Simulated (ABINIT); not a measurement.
SrTiO3, 5 atoms in the cell. Symmetry: Pm-3m, No. 221, cubic system. Conventional cell: a = 3.888 Å, b = 3.888 Å, c = 3.888 Å, α = 90.00°, β = 90.00°, γ = 90.00°. O (site symmetry 4/mmm) has 2 Ti at 1.94 Å as nearest neighbours. Sr (site symmetry m-3m) is surrounded by 12 O at 2.75 Å. Ti (site symmetry m-3m) is surrounded by 6 O at 1.94 Å. The cell was built by a generator and needn't be a form met in nature. The cell isn't the ideal one: cell relaxed.

- Program: ABINIT 10.8.3 (patched build)
- Task: single point
- Functional: PBEsol
- Potentials or basis: PseudoDojo NC SR PBEsol v0.4.1 standard
- Cutoff: 1143 eV
- k mesh: 6 × 6 × 6
- Occupations: fermi-dirac, width 0.05 eV
- Spin: no spin polarisation

Potentials or basis: PseudoDojo NC SR PBEsol v0.4.1 standard.

Run with:

```sh
$ abinit run.abi > log 2>&1
```

Hardware: 1 thread of Intel(R) Xeon(R) Platinum 8375C CPU @ 2.90GHz (Ice Lake) (shared host).

Problem. Estimate the wall time of this run.

Solution. Run time: 3.3 min on 1 thread of Intel(R) Xeon(R) Platinum 8375C CPU @ 2.90GHz (Ice Lake), with other jobs on the host, peak memory 0.11 GiB. Counts: scf iterations 15, mpi ranks 1, k points 20, bands 24, plane waves 5179.
